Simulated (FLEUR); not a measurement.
Here is a FLEUR MaX-R8.1 (later development tree) calculation.

The input inp.xml:

```xml
<?xml version="1.0" encoding="UTF-8" standalone="no"?>
<fleurInput fleurInputVersion="0.39">
   <comment>
      BiTe                                                                                                
   </comment>
   <calculationSetup>
      <cutoffs Kmax="4.0" Gmax="20.0" GmaxXC="20.0" numbands="0"/>
      <scfLoop itmax="60" minDistance="0.00001" maxIterBroyd="15" imix="Anderson" alpha="0.05" precondParam="0.0" spinf="2.0" sdNocoIR="T"/>
      <coreElectrons ctail="T" frcor="F" kcrel="0" coretail_lmax="0"/>
      <xcFunctional name="pbe" relativisticCorrections="F"/>
      <magnetism jspins="1"/>
      <soc l_soc="F" theta="0.0" phi="0.0" spav="F"/>
      <expertModes spex="0" secvar="F"/>
      <geometryOptimization l_f="F" forcealpha="1.0" forcemix="BFGS" epsdisp="0.00001" epsforce="0.00001"/>
      <ldaU l_linMix="F" mixParam="0.05" spinf="1.0"/>
   </calculationSetup>
   <cell>
      <bzIntegration valenceElectrons="43.0" mode="hist" fermiSmearingEnergy="0.00183747">
         <kPointListSelection listName="default-1"/>
         <!-- k-points included here -->
         <xi:include xmlns:xi="http://www.w3.org/2001/XInclude" href="kpts.xml"> </xi:include>
      </bzIntegration>
      <!-- symmetry operations included here -->
      <xi:include xmlns:xi="http://www.w3.org/2001/XInclude" href="sym.xml"> </xi:include>
      <bulkLattice scale="1.0">
         <bravaisMatrix>
            <row-1>    4.5782541705316406     2.6432562777865374     6.2687732693440443</row-1>
            <row-2>   -4.5782541705316406     2.6432562777865374     6.2687732693440443</row-2>
            <row-3>    0.0000000000000000    -5.2865125555730748     6.2687732693440443</row-3>
         </bravaisMatrix>
      </bulkLattice>
   </cell>
   <atomSpecies>
      <species name="Bismuth (Bi)" element="Bi" atomicNumber="83">
         <mtSphere radius="2.66" gridPoints="879" logIncrement="0.015"/>
         <atomicCutoffs lmax="7" lnonsphr="5"/>
         <electronConfig flipSpins="F">
            <coreConfig>(1s1/2) (2s1/2) (2p1/2) (2p3/2) (3s1/2) (3p1/2) (3p3/2) (4s1/2) (3d3/2) (3d5/2) (4p1/2) (4p3/2) (5s1/2) (4d3/2) (4d5/2) (4f5/2) (4f7/2)</coreConfig>
            <valenceConfig>(5p1/2) (5p3/2) (6s1/2) (5d3/2) (5d5/2) (6p1/2) (6p3/2)</valenceConfig>
            <stateOccupation state="(6p1/2)" spinUp="0.500000" spinDown="0.500000"/>
            <stateOccupation state="(6p3/2)" spinUp="1.000000" spinDown="1.000000"/>
         </electronConfig>
         <energyParameters s="6" p="6" d="5" f="5"/>
         <lo type="SCLO" l="1" n="5" eDeriv="0"/>
         <lo type="SCLO" l="1" n="5" eDeriv="1"/>
         <lo type="SCLO" l="0" n="6" eDeriv="2"/>
         <lo type="SCLO" l="2" n="5" eDeriv="2"/>
         <lo type="SCLO" l="3" n="5" eDeriv="2"/>
      </species>
      <species name="Tellurium (Te)" element="Te" atomicNumber="52">
         <mtSphere radius="2.66" gridPoints="879" logIncrement="0.015"/>
         <atomicCutoffs lmax="7" lnonsphr="5"/>
         <electronConfig flipSpins="F">
            <coreConfig>(1s1/2) (2s1/2) (2p1/2) (2p3/2) (3s1/2) (3p1/2) (3p3/2) (4s1/2) (3d3/2) (3d5/2)</coreConfig>
            <valenceConfig>(4p1/2) (4p3/2) (5s1/2) (4d3/2) (4d5/2) (5p1/2) (5p3/2)</valenceConfig>
            <stateOccupation state="(5p1/2)" spinUp="0.666667" spinDown="0.666667"/>
            <stateOccupation state="(5p3/2)" spinUp="1.333333" spinDown="1.333333"/>
         </electronConfig>
         <energyParameters s="5" p="5" d="5" f="4"/>
         <lo type="SCLO" l="1" n="4" eDeriv="0"/>
         <lo type="SCLO" l="1" n="4" eDeriv="1"/>
         <lo type="SCLO" l="2" n="4" eDeriv="0"/>
         <lo type="SCLO" l="2" n="4" eDeriv="1"/>
         <lo type="SCLO" l="0" n="5" eDeriv="2"/>
         <lo type="SCLO" l="3" n="4" eDeriv="2"/>
      </species>
   </atomSpecies>
   <atomGroups>
      <atomGroup species="Bismuth (Bi)">
         <relPos label="                   1">1.000/2.000 1.000/2.000 1.000/2.000</relPos>
         <force calculate="T" relaxXYZ="TTT"/>
      </atomGroup>
      <atomGroup species="Tellurium (Te)">
         <relPos label="                   2">.0000000000 .0000000000 .0000000000</relPos>
         <force calculate="T" relaxXYZ="TTT"/>
      </atomGroup>
   </atomGroups>
   <output dos="F" band="F" slice="F">
      <checks vchk="F" cdinf="F"/>
      <bandDOS minEnergy="-.5*Htr" maxEnergy="0.5*Htr" sigma="0.015" storeEVData="T"/>
      <vacuumDOS vacdos="F" integ="F" star="F" nstars="0" locx1="0.0" locy1="0.0" locx2="0.0" locy2="0.0" nstm="0" tworkf="0.0"/>
      <unfoldingBand unfoldBand="F" supercellX="1" supercellY="1" supercellZ="1"/>
      <plotting iplot="0" polar="F">
         <plot TwoD="T" vec1="  1.0  0.0  0.0" vec2="  0.0  1.0  0.0" vec3="  0.0  0.0  1.0" zero="  0.0  0.0  0.0" file="plot"/>
      </plotting>
      <chargeDensitySlicing numkpt="0" minEigenval="0.0" maxEigenval="0.0" nnne="0" pallst="F"/>
      <specialOutput eonly="F"/>
      <moessbauerParams electricFieldGradient="T" isomerShift="T" coreHyperfine="T" valenceHyperfine="T"/>
      <magneticCircularDichroism mcd="F" energyLo="-10.0" energyUp="0.0"/>
   </output>
  <!-- We include the file relax.xml here to enable relaxations (see documentation) -->
  <xi:include xmlns:xi="http://www.w3.org/2001/XInclude" href="relax.xml"> <xi:fallback/> </xi:include>
</fleurInput>
```

The input crystal.txt:

```
BiTe
&input cartesian=F /
2.4227077728  1.3987509848  3.3172919545
-2.4227077728  1.3987509848  3.3172919545
0.0000000000  -2.7975019696  3.3172919545
1.8897261246
1.0 1.0 1.0

2
83 0.5000000000  0.5000000000  0.5000000000
52 0.0000000000  0.0000000000  0.0000000000

&kpt div1=7 div2=7 div3=7 gamma=T /
```

Potentials or basis: all-electron, FLAPW.

The run is started by

```bash
$ inpgen -f crystal.txt -profile fast
$ # inp.xml edited to the form shown
$ fleur_MPI
```

(1) What does it give for the band gap on the k mesh?

## Answers

(1) none (metal or under the smearing width).

Caveat: spin-orbit coupling is left out, which moves the levels of the heavy elements.
